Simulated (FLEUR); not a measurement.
Sn3Te: equation of state with PBE

Sn3Te:

```
CELL_PARAMETERS angstrom
4.86562 0.00000 0.00000
0.00000 4.86562 0.00000
0.00000 0.00000 4.86562
ATOMIC_POSITIONS crystal
Te 0.00000 0.00000 0.00000
Sn 0.00000 0.50000 0.50000
Sn 0.50000 0.00000 0.50000
Sn 0.50000 0.50000 0.00000
```

The cell comes from a database or a generator and needn't be the stable form of this composition.

```yaml
Program: FLEUR MaX-R8.1 (later development tree)
Task: equation of state
Functional: PBE
Potentials_or_basis: all-electron
Basis: FLAPW
Kmax: 4.1 1/bohr
k_mesh: 6 × 6 × 6
Occupations: fermi-dirac, width 0.05 eV
Spin: no spin polarisation
Gmax: 12.7 1/bohr
Muffin-tin_radii: Te 2.66, Sn 2.66 bohr
lmax: Te 10, Sn 10
lnonsphr: Te 10, Sn 10
Local_orbitals_a_species: Te 6, Sn 5
```

* Equilibrium volume: 29.04 Å³/atom
* Bulk modulus: 44 GPa
* Pressure derivative of the bulk modulus: 4.0 (rough: it moves with the points fitted)

Energy against volume, from the lowest point:
| volume (Å³/atom) | energy (meV/atom) |
| --- | --- |
| 27.070 | 20.14 |
| 27.646 | 9.58 |
| 28.798 | 0.00 |
| 29.949 | 3.45 |
| 30.525 | 9.32 |

Spin-orbit coupling is left out, which matters for the levels of Te.
